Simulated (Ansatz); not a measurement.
# Hf: LAPW beside PAW

The same cell of Hf is computed with LAPW, all electrons, PAW with frozen cores and all-electron PAW on datasets made for the crystal, to set the results side by side.

This is Hf in the bcc structure; at room conditions it is hcp.

Program: Ansatz 0.2.0. Level of theory: DFT PBEsol, scalar-relativistic. These are calculated values, not measurements.

## 1. The system as given

Symmetry: Im-3m, No. 229, cubic system. Conventional cell: a = 3.610 Å, b = 3.610 Å, c = 3.610 Å, α = 90.00°, β = 90.00°, γ = 90.00°. Hf (site symmetry m-3m) has 8 Hf at 3.13 Å as nearest neighbours.

As a file:

```cif
data_structure
_symmetry_space_group_name_H-M 'Im-3m'
_symmetry_Int_Tables_number 229
_cell_length_a 3.6100
_cell_length_b 3.6100
_cell_length_c 3.6100
_cell_angle_alpha 90.000
_cell_angle_beta 90.000
_cell_angle_gamma 90.000
_cell_volume 47.05
loop_
_atom_site_label
_atom_site_type_symbol
_atom_site_symmetry_multiplicity
_atom_site_Wyckoff_symbol
_atom_site_fract_x
_atom_site_fract_y
_atom_site_fract_z
_atom_site_occupancy
Hf1 Hf 2 a 0.00000 0.00000 0.00000 1
```

The file gives the conventional cell by its symmetry; the runs use the cell typed in the input.

The cell comes from a crystallographic database entry that wasn't checked; take it as a given geometry, which may be far from equilibrium.

## 2. LAPW, all electrons

The input, input.yaml:

```yaml
crystal:
  lattice:
    - [-1.805, 1.805, 1.805]
    - [1.805, -1.805, 1.805]
    - [1.805, 1.805, -1.805]
  atoms:
    - { symbol: Hf, position: [0.0, 0.0, 0.0] }
kpoints:
  mp_grid: { grid: [14, 14, 14] }
  band_path:
    path:
      - [0.0, 0.0, 0.0]
      - [0.5, -0.5, 0.5]
      - [0.0, 0.0, 0.5]
      - [0.0, 0.0, 0.0]
      - [0.25, 0.25, 0.25]
      - [0.5, -0.5, 0.5]
      - [0.25, 0.25, 0.25]
      - [0.0, 0.0, 0.5]
    npoints: 14
scf:
  occupations: { method: fermi_dirac, width: 0.05 }
hamiltonian:
  xc: pbesol
  pseudopotentials: { kind: all_electron, lapw: { basis_error: 0.0005 } }
output:
  forces: true
  stress: true
  eigenvalues: true
  fatbands: true
  populations: true
  dos: { projected: true, de: 0.2, e_range: [-14, 8] }
```

The run is started by

```console
ansatz run input.yaml --threads 1 --pin off --max-ram 3072MiB --backend cpu --events-out ev --progress --plain --runs-dir out
```

## 3. PAW with frozen cores

Changes to input.yaml since step 2:

```diff
@@ -24,3 +24,3 @@
   xc: pbesol
-  pseudopotentials: { kind: all_electron, lapw: { basis_error: 0.0005 } }
+  pseudopotentials: { kind: paw }
 output:
@@ -29,4 +29,9 @@
   eigenvalues: true
-  fatbands: true
+  efg: { contact_densities: true }
   populations: true
+  bader: true
   dos: { projected: true, de: 0.2, e_range: [-14, 8] }
+  write_density: true
+  write_potential: true
+  elf: true
+  volumetric_format: npy
```

## 4. All-electron PAW on datasets made for the crystal

Changes to input.yaml since step 3:

```diff
@@ -19,3 +19,3 @@
       - [0.0, 0.0, 0.5]
-    npoints: 14
+    npoints: 8
 scf:
@@ -24,3 +24,3 @@
   xc: pbesol
-  pseudopotentials: { kind: paw }
+  pseudopotentials: { kind: all_electron, datasets: crystal }
 output:
@@ -30,8 +30 @@
   efg: { contact_densities: true }
-  populations: true
-  bader: true
-  dos: { projected: true, de: 0.2, e_range: [-14, 8] }
-  write_density: true
-  write_potential: true
-  elf: true
-  volumetric_format: npy
```

(Steps that only read results are left out.)

Before running it: what results should come out? Wanted: pressure; gap; highest ELF.

**Answer**, as computed:

| quantity | value |
| --- | --- |
| pressure | LAPW -9.00, PAW -9.02, crystal datasets -9.00 GPa |
| gap (LAPW) | none |
| highest ELF (PAW) | 0.58, 1.98 Å from Hf |

What this shows: At this geometry the cell is under tension of 9.0 GPa, so it would shrink if let go. There is no gap at this level; the crystal is a metal here. Hf 5d carries the largest share, 93 %, of the projected states within 0.3 eV of the Fermi level. The projection holds only the free atom's occupied shells (Hf 6s, Hf 5d in this range). PAW lies -0.02 GPa from LAPW in pressure. Spin-orbit coupling is left out, though the cell holds Hf; in elements this heavy it can shift bands and gaps by tenths of an eV.
